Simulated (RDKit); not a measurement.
# Si2H5ClO (SMILES O[SiH2][SiH2]Cl) at 3 levels

We compute a comparison of 3 runs (MMFF94, UFF, extended Hückel) of Si2H5ClO. Input form: a Python script.

The results are computed with RDKit 2026.09.1.

## (1) The structure to begin with

The species is Si2H5ClO (9 atoms), meant as a singlet with charge 0. SMILES: `O[SiH2][SiH2]Cl`. The shape is that of a PBE0-D4/def2-TZVP optimisation. This is one conformer, not always the lowest.

Bond lengths: O1–Si2 1.649 Å, Si2–Si3 2.349 Å, Si3–Cl4 2.078 Å, O1–H5 0.960 Å, Si2–H6 1.483 Å, Si2–H7 1.490 Å, Si3–H8 1.485 Å, Si3–H9 1.485 Å. Some angles: O1–Si2–Si3 108.5°, Si2–Si3–Cl4 104.0°, O1–Si2–H6 106.8°, O1–Si2–H7 112.2°, Si3–Si2–H6 112.3°, Si3–Si2–H7 108.1°, Si2–O1–H5 116.5°, Si2–Si3–H8 114.2°, Si2–Si3–H9 114.4°, Cl4–Si3–H8 107.0°.

## (2) A single-point energy at MMFF94 (run 1)

Contents of mol.sdf:

```

     RDKit          3D

  9  8  0  0  0  0  0  0  0  0999 V2000
   -1.9406    0.4690   -0.0944 O   0  0  0  0  0  0  0  0  0  0  0  0
   -0.4308    0.9470    0.3653 Si  0  0  0  0  0  4  0  0  0  0  0  0
    1.1189   -0.6455   -0.3954 Si  0  0  0  0  0  4  0  0  0  0  0  0
    0.2069   -2.4688    0.0069 Cl  0  0  0  0  0  0  0  0  0  0  0  0
   -2.1520   -0.4591    0.0286 H   0  0  0  0  0  0  0  0  0  0  0  0
   -0.2045    2.2847   -0.2347 H   0  0  0  0  0  0  0  0  0  0  0  0
   -0.3004    1.0506    1.8464 H   0  0  0  0  0  0  0  0  0  0  0  0
    1.3698   -0.5992   -1.8581 H   0  0  0  0  0  0  0  0  0  0  0  0
    2.4212   -0.6251    0.3184 H   0  0  0  0  0  0  0  0  0  0  0  0
  2  1  1  0
  3  2  1  0
  4  3  1  0
  5  1  1  0
  6  2  1  0
  7  2  1  0
  8  3  1  0
  9  3  1  0
M  END
$$$$
```

Contents of job.py:

```python
import json
import numpy as np
from rdkit import Chem
from rdkit.Chem import AllChem

mol = Chem.MolFromMolFile("mol.sdf", removeHs=False)
symbols = [a.GetSymbol() for a in mol.GetAtoms()]
start = mol.GetConformer().GetPositions().copy()

props = AllChem.MMFFGetMoleculeProperties(mol, mmffVariant="MMFF94")
ff = AllChem.MMFFGetMoleculeForceField(mol, props)
e = ff.CalcEnergy()
g = np.array(ff.CalcGrad()).reshape(-1, 3)
print(f"MMFF94 energy {e:.5f} kcal/mol, gradient norm {np.linalg.norm(g):.4f} kcal/mol/angstrom")
print("atom  type  charge   gradient")
for i, a in enumerate(symbols):
    print(f"{a:<2}{i + 1:<3} {props.GetMMFFAtomType(i):4d} {props.GetMMFFPartialCharge(i):8.4f}  " + " ".join(f"{c:9.4f}" for c in g[i]))
names = ["Bond", "Angle", "StretchBend", "Oop", "Torsion", "VdW", "Ele"]
terms = []
for name in names:
    for other in names:
        getattr(props, f"SetMMFF{other}Term")(other == name)
    terms.append(AllChem.MMFFGetMoleculeForceField(mol, props).CalcEnergy())
    print(f"{name:<12} {terms[-1]:11.5f} kcal/mol")
json.dump(dict(symbols=symbols, start=start.tolist(), energy=e, gradient=g.tolist(), charges_other=[props.GetMMFFPartialCharge(i) for i in range(len(symbols))], atom_types=[str(props.GetMMFFAtomType(i)) for i in range(len(symbols))], energy_term_names=names, energy_terms=terms), open("results.json", "w"))
```

Command:

```sh
$ python job.py
```

The program printed:

```text
MMFF94 energy 37.25639 kcal/mol, gradient norm 27.7776 kcal/mol/angstrom
atom  type  charge   gradient
O 1      6  -0.6974     8.2172  -11.3445   -0.3258
Si2     19   0.6974   -14.3515   -3.0549    2.6767
Si3     19   0.7701     4.1958    4.6909   -3.3361
Cl4     12  -0.3701    -5.4322   -3.1255    2.4515
H 5     21   0.4000     4.6550   13.8354   -2.1052
H 6      5  -0.2000    -3.0402   -0.1946   -0.4899
H 7      5  -0.2000     4.2371    0.5193    1.5667
H 8      5  -0.2000     1.6425   -0.5652    1.4169
H 9      5  -0.2000    -0.1238   -0.7608   -1.8547
Bond             0.49549 kcal/mol
Angle            1.02033 kcal/mol
StretchBend      0.06557 kcal/mol
Oop              0.00000 kcal/mol
Torsion          0.95563 kcal/mol
VdW             -0.28082 kcal/mol
Ele             35.00019 kcal/mol
```

Wall time 0.34 s (1 thread of Arm Neoverse N1, shared host).

## (3) The energy at UFF (run 2)

mol.sdf is that of step 2.

Contents of ff.py:

```python
# UFF energy with RDKit
import json
import numpy as np
from rdkit import Chem
from rdkit.Chem import AllChem

mol = Chem.MolFromMolFile("mol.sdf", removeHs=False)
symbols = [a.GetSymbol() for a in mol.GetAtoms()]
start = mol.GetConformer().GetPositions().copy()

ff = AllChem.UFFGetMoleculeForceField(mol)
e = ff.CalcEnergy()
g = np.array(ff.CalcGrad()).reshape(-1, 3)
print(f"UFF energy {e:.5f} kcal/mol, gradient norm {np.linalg.norm(g):.4f} kcal/mol/angstrom")
json.dump(dict(symbols=symbols, start=start.tolist(), energy=e, gradient=g.tolist()), open("results.json", "w"))
```

Command:

```sh
$ python ff.py
```

The program printed:

```text
UFF energy 8.06595 kcal/mol, gradient norm 122.1995 kcal/mol/angstrom
```

Wall time 0.36 s (1 thread of Arm Neoverse N1, shared host).

## (4) The charge distribution at extended Hückel (run 3)

Contents of mol.xyz:

```xyz
9

O     -1.940600     0.469000    -0.094400
Si    -0.430800     0.947000     0.365300
Si     1.118900    -0.645500    -0.395400
Cl     0.206900    -2.468800     0.006900
H     -2.152000    -0.459100     0.028600
H     -0.204500     2.284700    -0.234700
H     -0.300400     1.050600     1.846400
H      1.369800    -0.599200    -1.858100
H      2.421200    -0.625100     0.318400
```

Contents of run.py:

```python
import json
import numpy as np
from rdkit import Chem
from rdkit.Chem import AllChem
from rdkit.Chem import rdDetermineBonds
from rdkit.Chem import rdEHTTools

molecule = Chem.MolFromXYZFile("mol.xyz")
symbols = [a.GetSymbol() for a in molecule.GetAtoms()]
start = molecule.GetConformer().GetPositions().copy()

ok, res = rdEHTTools.RunMol(molecule, keepOverlapAndHamiltonianMatrices=True)
if not ok:
    raise RuntimeError("the extended Hueckel run failed")
eps = np.array(res.GetOrbitalEnergies())
nel = res.numElectrons
homo = (nel + 1) // 2 - 1
print(f"{res.numOrbitals} orbitals, {nel} valence electrons, sum of one-electron energies {res.totalEnergy:.4f} eV")
for i in range(max(0, homo - 5), min(len(eps), homo + 6)):
    print(f"{i + 1:4d} {eps[i]:10.4f} eV", "(HOMO)" if i == homo else "(LUMO)" if i == homo + 1 else "")
q = np.array(res.GetAtomicCharges())
print("Mulliken charges:", " ".join(f"{a}{i + 1}={c:+.3f}" for i, (a, c) in enumerate(zip(symbols, q))))
op = res.GetReducedOverlapPopulationMatrix()
pairs = [(k, i, op[i * (i + 1) // 2 + k]) for i in range(len(symbols)) for k in range(i) if abs(op[i * (i + 1) // 2 + k]) > 0.1]
print("reduced overlap populations above 0.1")
for k, i, p in pairs:
    print(f"  {symbols[k]}{k + 1}-{symbols[i]}{i + 1} {p:7.3f}")
json.dump(dict(symbols=symbols, start=start.tolist(), energy=res.totalEnergy * 23.060548, homo=eps[homo], lumo=eps[homo + 1] if homo + 1 < len(eps) else None, orbital_energies=eps.round(4).tolist(), charges_mulliken=q.tolist(), bond_orders=[[k + 1, i + 1, round(p, 4)] for k, i, p in pairs], nel=nel), open("results.json", "w"))
```

Command:

```sh
$ python run.py
```

The program printed:

```text
!!! Warning !!! Distance between atoms 5 and 1 (0.959786 A) is suspicious.
21 orbitals, 26 valence electrons, sum of one-electron energies -463.4679 eV
   8   -15.1152 eV
   9   -14.6945 eV
  10   -14.3937 eV
  11   -14.2695 eV
  12   -13.6773 eV
  13   -11.8211 eV (HOMO)
  14     0.7235 eV (LUMO)
  15     2.4634 eV
  16     5.2299 eV
  17     7.1374 eV
  18    10.1878 eV
Mulliken charges: O1=-1.034 Si2=+1.079 Si3=+0.909 Cl4=-0.385 H5=+0.427 H6=-0.245 H7=-0.232 H8=-0.261 H9=-0.258
reduced overlap populations above 0.1
  O1-Si2   0.462
  Si2-Si3   0.837
  Si3-Cl4   0.673
  O1-H5   0.618
  Si2-H6   0.729
  Si2-H7   0.726
  Si3-H8   0.713
  Si3-H9   0.715
```

It took 0.34 s on 1 thread of Arm Neoverse N1, shared host.

Atomic charges (e):

```csv
atom,Mulliken
O1,-1.034
Si2,+1.079
Si3,+0.909
Cl4,-0.385
H5,+0.427
H6,-0.245
H7,-0.232
H8,-0.261
H9,-0.258
```

## (5) Overview of the runs

```csv
run,level,task,energy (Eh),largest force (eV/Å),wall time
1,MMFF94,energy,0.059372,0.647,0.34 s
2,UFF,energy,0.012854,3.373,0.36 s
3,extended Hückel,properties,-17.032130,–,0.34 s
```

## (6) What came out

```
                      quantity         value
run 3: sum of orbital energies  -17.03213 Eh
            run 3: HOMO energy     -11.82 eV
            run 3: LUMO energy       0.72 eV
          run 3: HOMO–LUMO gap      12.54 eV
```

What this shows: Force-field and semi-empirical energies have zeros of their own, so their totals don't compare. All runs together took 1 s, the longest 0.36 s.
